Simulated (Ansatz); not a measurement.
Geometry optimisation, DFT PBEsol, scalar-relativistic, plane waves, PAW in Ansatz.

Input:

```yaml
accuracy: low
crystal:
  lattice:
    - [0.0, 5.43, 5.43]
    - [5.43, 0.0, 5.43]
    - [5.43, 5.43, 0.0]
  atoms:
    - { symbol: Si, position: [0.0, 0.0, 0.0] }
    - { symbol: Si, position: [0.125, 0.125, 0.125] }
    - { symbol: Si, position: [0.0, 0.0, 0.5] }
    - { symbol: Si, position: [0.125, 0.125, 0.625] }
    - { symbol: Si, position: [0.0, 0.5, 0.0] }
    - { symbol: Si, position: [0.125, 0.625, 0.125] }
    - { symbol: Si, position: [0.0, 0.5, 0.5] }
    - { symbol: Si, position: [0.125, 0.625, 0.625] }
    - { symbol: Si, position: [0.5, 0.0, 0.0] }
    - { symbol: Si, position: [0.625, 0.125, 0.125] }
    - { symbol: Si, position: [0.5, 0.0, 0.5] }
    - { symbol: Si, position: [0.625, 0.125, 0.625] }
    - { symbol: Si, position: [0.5, 0.5, 0.0] }
    - { symbol: Si, position: [0.625, 0.625, 0.125] }
    - { symbol: Si, position: [0.5, 0.5, 0.5] }
    - { symbol: Si, position: [0.625, 0.625, 0.625] }
    - { symbol: Li, position: [0.3743093, 0.8699595, 0.8700532] }
total_charge: 1
basis:
  ecutwfc: 420.0
kpoints:
  mp_grid: { grid: [2, 2, 2] }
hamiltonian:
  xc: pbesol
  pseudopotentials: { kind: paw, azcp: { folder: soft_1 } }
scf:
  occupations: { method: fermi_dirac, width: 0.05 }
  lower_state_search: "off"
relax:
  f_tol: 0.08
  max_steps: 25
  adjacent_minimum: "off"
```

Command:

```bash
$ ansatz run input.yaml --threads 1 --pin off --max-ram 3072MiB --backend cpu --events-out ev --progress --plain --runs-dir out
```

Question: Where does it end, and by what steps?

Answer: It converged. Limits of this set-up: PAW files made for another functional, low accuracy level, charged cell in a uniform background, uncorrected. After 2 steps the energy has fallen by 0.119 eV; Li17 moved furthest, 0.05 Å.

```csv
step,energy less start (eV),largest force component (eV/Å),accepted
0,0.0000,0.620,yes
1,-0.1130,0.115,yes
2,-0.1186,0.033,yes
```

```xyz
17
Lattice="0.0000 5.4300 5.4300 5.4300 0.0000 5.4300 5.4300 5.4300 0.0000" Properties=species:S:1:pos:R:3
Si 0.024 -0.026 -0.026
Si 1.376 1.356 1.356
Si 2.705 2.722 -0.009
Si 4.071 4.050 1.357
Si 2.705 -0.009 2.722
Si 4.071 1.357 4.050
Si 5.439 2.725 2.725
Si 6.788 4.073 4.073
Si 0.019 2.735 2.735
Si 1.350 4.068 4.068
Si 2.687 5.402 2.742
Si 4.070 6.785 4.092
Si 2.686 2.742 5.402
Si 4.070 4.092 6.785
Si 5.437 5.420 5.420
Si 6.763 6.787 6.787
Li 9.486 6.779 6.778
```

Whether the end is a true minimum wasn't checked by a vibrational analysis.

The run took 13 s on 1 thread of Arm Neoverse V2, on a shared host, peak memory 0.51 GiB.
